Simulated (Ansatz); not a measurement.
# HfAl3O4: one candidate of a structure search

The task: take a trial cell of HfAl3O4 to zero force and stress.

Computed with Ansatz 0.2.0 (DFT PBE, scalar-relativistic, plane waves, PAW, unless a step's input says otherwise).

**1. Starting point**

It takes space group P-43m (No. 215, cubic). The conventional cell has a = 4.842 Å, b = 4.842 Å, c = 4.842 Å, α = 90.00°, β = 90.00°, γ = 90.00°. Hf (site symmetry -43m) has 4 O at 2.15 Å and 6 Al at 2.42 Å as nearest neighbours. Around Al (site symmetry -42m) lie 4 O at 2.12 Å and 2 Hf at 2.42 Å. O (site symmetry 3m) is surrounded by 3 Al at 2.12 Å and 1 Hf at 2.15 Å.

As a file:

```
CELL_PARAMETERS angstrom
4.84199 0.00000 0.00000
0.00000 4.84199 0.00000
0.00000 0.00000 4.84199
ATOMIC_POSITIONS crystal
Hf 0.00000 0.00000 0.00000
Al 0.00000 0.00000 0.50000
Al 0.00000 0.50000 0.00000
Al 0.50000 0.00000 0.00000
O 0.74351 0.74351 0.25649
O 0.74351 0.25649 0.74351
O 0.25649 0.74351 0.74351
O 0.25649 0.25649 0.25649
```

The cell is invented: species swapped into a database cell of NbCu3Te4 (P-43m, No. 215), with Hf on the Nb sites, Al on the Cu sites and O on the Te sites. Its size is a rough estimate.

**2. The guess as it stands, on a coarse mesh**

File input.yaml:

```yaml
crystal:
  lattice:
    - [4.84199372, 0.0, 0.0]
    - [0.0, 4.84199372, 0.0]
    - [0.0, 0.0, 4.84199372]
  atoms:
    - { symbol: Hf, position: [0.0, 0.0, 0.0] }
    - { symbol: Al, position: [0.0, 0.0, 0.5] }
    - { symbol: Al, position: [0.0, 0.5, 0.0] }
    - { symbol: Al, position: [0.5, 0.0, 0.0] }
    - { symbol: O, position: [0.74351227, 0.74351227, 0.25648773] }
    - { symbol: O, position: [0.74351227, 0.25648773, 0.74351227] }
    - { symbol: O, position: [0.25648773, 0.74351227, 0.74351227] }
    - { symbol: O, position: [0.25648773, 0.25648773, 0.25648773] }
basis:
  ecutwfc: 420
kpoints:
  mp_grid: { grid: [4, 4, 4] }
hamiltonian:
  xc: pbe
scf:
  occupations: { method: gaussian, width: 0.1 }
  lower_state_search: "off"
output:
  forces: true
  stress: true
  eigenvalues: true
```

On the command line:

```
$ ansatz run input.yaml --threads 1 --pin off --max-ram 2048MiB --backend cpu --events-out ev --progress --plain --runs-dir out
```

Further runs follow: a loose first relaxation; full relaxation.

Before running it: what results should come out? Wanted: conventional cell; volume; energy over the elements; gap on the mesh.

As calculated:

| quantity | value |
| --- | --- |
| symmetry at the end (tolerance 0.05 Å) | space group P-43m (No. 215) |
| conventional cell | a = 5.997 Å, b = 5.997 Å, c = 5.997 Å, α = 90.00°, β = 90.00°, γ = 90.00° |
| volume | 26.96 Å³/atom |
| energy over the elements (uncorrected; H, N, O, F and Cl as molecules) | -1.04 eV/atom |
| gap on the mesh | none (metal) |

What this shows: The space group P-43m (No. 215) is kept, and the volume per atom grows by 90.0 % from the first guess. A negative formation energy is needed for stability but isn't enough; other structures and compounds were not set against it here. No finished test with a distortion of lower symmetry is shown, so the end may be a saddle point. The runs treat Hf without spin-orbit coupling. The final runs have no spin polarisation, so no magnetic state was tried and one may lie lower.
